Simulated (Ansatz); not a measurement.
# CH8AsNO2Si: the cost of one run

All numbers below are computed with Ansatz 0.2.0 (RKS PBE-D4/def2-SVP).

### Step 1. The structure to begin with

Bond lengths: C1–O2 1.428 Å, O2–Si3 1.707 Å, Si3–O4 1.718 Å, Si3–N5 1.791 Å, N5–As6 1.919 Å, C1–H7 1.144 Å, C1–H8 1.099 Å, C1–H9 1.044 Å, Si3–H10 1.495 Å, O4–H11 1.018 Å, N5–H12 1.010 Å, As6–H13 1.560 Å, As6–H14 1.575 Å. Angles (14 of 20 angles, heavy atoms first): C1–O2–Si3 107.6°, O2–Si3–O4 112.6°, O2–Si3–N5 111.4°, O4–Si3–N5 109.0°, Si3–N5–As6 106.6°, O2–C1–H7 108.7°, O2–C1–H8 106.1°, O2–C1–H9 111.7°, O2–Si3–H10 111.4°, O4–Si3–H10 104.1°, N5–Si3–H10 108.0°, Si3–O4–H11 105.3°, Si3–N5–H12 108.1°, As6–N5–H12 108.1°.

Coordinates:

```xyz
14

C    -0.4777   -1.7521   -1.2283
O    -0.8859   -1.0899   -0.0310
Si    0.4841   -0.3052    0.6182
O     0.3919   -0.1200    2.3242
N     0.7331    1.3023   -0.1301
As   -0.9017    2.2780    0.1092
H    -0.1445   -0.9639   -1.9872
H    -1.3905   -2.1768   -1.6691
H     0.2370   -2.4885   -1.0377
H     1.7255   -1.1117    0.4066
H     0.2304   -1.0573    2.6885
H     0.8763    1.1679   -1.1212
H    -0.3350    3.5964   -0.5021
H    -0.5561    2.6917    1.5887
```

### Step 2. Relaxing end A

File input.yaml:

```yaml
crystal:
  periodic: [false, false, false]
  atoms:
    - { symbol: C, position_ang: [-0.4777, -1.7521, -1.2283] }
    - { symbol: O, position_ang: [-0.8859, -1.0899, -0.031] }
    - { symbol: Si, position_ang: [0.4841, -0.3052, 0.6182] }
    - { symbol: O, position_ang: [0.3919, -0.12, 2.3242] }
    - { symbol: "N", position_ang: [0.7331, 1.3023, -0.1301] }
    - { symbol: As, position_ang: [-0.9017, 2.278, 0.1092] }
    - { symbol: H, position_ang: [-0.1445, -0.9639, -1.9872] }
    - { symbol: H, position_ang: [-1.3905, -2.1768, -1.6691] }
    - { symbol: H, position_ang: [0.237, -2.4885, -1.0377] }
    - { symbol: H, position_ang: [1.7255, -1.1117, 0.4066] }
    - { symbol: H, position_ang: [0.2304, -1.0573, 2.6885] }
    - { symbol: H, position_ang: [0.8763, 1.1679, -1.1212] }
    - { symbol: H, position_ang: [-0.335, 3.5964, -0.5021] }
    - { symbol: H, position_ang: [-0.5561, 2.6917, 1.5887] }
basis:
  gaussian: { orbitals: def2-SVP }
hamiltonian:
  xc: pbe
  dispersion: d4
relax:
  f_tol: 0.015
  max_steps: 40
output:
  orbitals: {}
```

On the command line:

```
ansatz run input.yaml --threads 2 --pin off --max-ram 3072MiB --backend cpu --events-out ev --progress --plain --runs-dir out
```

What time and memory should one allow on 2 threads of Arm Neoverse V2, shared host?

About 90 s, with a peak of 0.21 GiB.
